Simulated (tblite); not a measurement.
# C16H10F9IO6S3: the cost of one run

Programs: tblite 0.8.0 and PySCF 2.14.0, with routines of our own; each step states its level. All values are computed. Atoms count from 0.

## 1. The starting structure

45 atoms, charge 0, multiplicity 1; geometry from: force field, distance geometry or constructed start.

## 2. Relaxing the molecule with GFN2-xTB

Job settings and geometry (Å):

```
{"job": {"kind": "relax", "xc": "GFN2-xTB", "basis": "xTB"}, "charge": 0, "multiplicity": 1}
O      1.526700    -2.961900    -1.841900
S      0.277200    -2.948800    -1.087200
O      0.048700    -1.860200    -0.151400
C      0.242000    -4.381900    -0.184100
S     -1.206100    -4.958400     0.489900
O     -1.424400    -6.286200    -0.064700
O     -2.224000    -3.949600     0.235000
C     -0.815600    -5.006300     2.285700
F     -0.652900    -6.272000     2.759000
F     -1.814300    -4.443700     3.027300
F      0.312800    -4.313700     2.568700
S      1.659000    -5.304200     0.012900
O      2.726700    -4.409300     0.432200
O      1.350300    -6.417400     0.890200
C      1.919000    -5.905300    -1.699000
F      1.995600    -7.266700    -1.749700
F      0.881300    -5.551000    -2.507500
F      3.052200    -5.431900    -2.273800
C     -1.114900    -3.120500    -2.261000
F     -2.207800    -2.400700    -1.914000
F     -0.763400    -2.699100    -3.510200
F     -1.499300    -4.419400    -2.400800
C     -4.895300     0.261900    -0.063200
C     -4.152100     0.955800    -1.019400
C     -2.750100     0.906800    -0.984300
C     -2.108800     0.151000     0.004000
I      0.002300     0.035500     0.024800
C      2.105300    -0.084700     0.050600
C      2.752500    -0.875900     1.004600
C      4.148300    -0.976700     1.008300
C      4.900600    -0.293900     0.040300
C      4.249600     0.488100    -0.922400
C      2.855200     0.588300    -0.923500
C     -2.852900    -0.561800     0.946500
C     -4.251100    -0.502200     0.906200
H     -5.979400     0.302400    -0.098700
H     -4.649100     1.545500    -1.782700
H     -2.172200     1.447500    -1.726400
H      2.176000    -1.414100     1.750300
H      4.641700    -1.582100     1.749100
H      5.976300    -0.375700     0.043700
H      4.837400     1.005600    -1.667300
H      2.365000     1.190500    -1.676000
H     -2.356000    -1.155400     1.697100
H     -4.837200    -1.049800     1.642600
```

Command:

```
$ OMP_NUM_THREADS=4 python large_run.py task.json out
```

This one command runs all jobs of the session in turn.

**Question.** How long does this first job take on 4 threads of Arm Neoverse N1, shared host, and how much memory does it need?

About 27 s, with a peak of 0.19 GiB.
